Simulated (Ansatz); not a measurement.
## Sc2Si3 in Ansatz: convergence with k mesh

Crystal: Sc2Si3.

```xyz
5
Lattice="6.4046 0.0000 0.0000 0.0000 2.0413 3.5291 0.0000 -2.0413 3.5291" Properties=species:S:1:pos:R:3 pbc="T T T"
Sc    1.5129    0.0000    0.0003
Sc    4.8917    0.0000    0.0003
Si    3.2023    0.0000    2.3516
Si    0.0000    0.0000    2.3532
Si    3.2023    0.0000    4.7054
```

The cell comes from a database or a generator and needn't be the stable form of this composition.

* Program: Ansatz 0.2.0
* Task: convergence study
* Functional: PBE
* Potentials or basis: PseudoDojo standard (PBE files) with Ansatz NC
* Cutoff: 1061 eV (not typed: the program's choice for these potentials)
* k mesh: 2 × 2 × 2
* Occupations: cold, width 0.05 eV
* Spin: no spin polarisation

These are the settings of the first run; the series varies k mesh, with any setting tied to it.

Hardware: 2 threads of Arm Neoverse V1, with other jobs on the host.

Q: The values tried are 2 × 2 × 2, 2 × 3 × 3, 2 × 4 × 4, 3 × 4 × 4, 3 × 6 × 6, 4 × 7 × 7, 5 × 9 × 9, 6 × 10 × 10, 7 × 12 × 12, loosest first. From which on does the energy stay within 1 meV/atom of the tightest run that finished?

A: From 5 × 9 × 9 on.

| k mesh | energy less the tightest run, at zero smearing (meV/atom) | pressure (GPa) | largest force (eV/Å) | SCF cycles | CPU time (s) | peak memory (GiB) |
| --- | --- | --- | --- | --- | --- | --- |
| 2 × 2 × 2 | 2.61 | -0.30 | 0.502 | 10 | 3.1 | 0.44 |
| 2 × 3 × 3 | -79.89 | 1.17 | 0.105 | 9 | 5.8 | 0.4 |
| 2 × 4 × 4 | -48.49 | 0.51 | 0.136 | 8 | 7.8 | 0.41 |
| 3 × 4 × 4 | -13.36 | 0.52 | 0.120 | 8 | 9.2 | 0.42 |
| 3 × 6 × 6 | 4.11 | -0.21 | 0.019 | 8 | 17 | 0.46 |
| 4 × 7 × 7 | -3.77 | -0.09 | 0.057 | 9 | 33 | 0.55 |
| 5 × 9 × 9 | 0.04 | -0.31 | 0.088 | 8 | 47 | 0.65 |
| 6 × 10 × 10 | -0.53 | -0.32 | 0.054 | 9 | 82 | 0.83 |
| 7 × 12 × 12 | 0.00 | -0.18 | 0.020 | 8 | 110 | 1 |

Not settled before the last step: the pressure (to 0.1 GPa), the largest force (to 0.005 eV/Å). Meshes of other sizes hit other points, so gaps and Fermi surfaces needn't settle smoothly. The tightest run that finished is the yardstick and may itself not be fully converged.
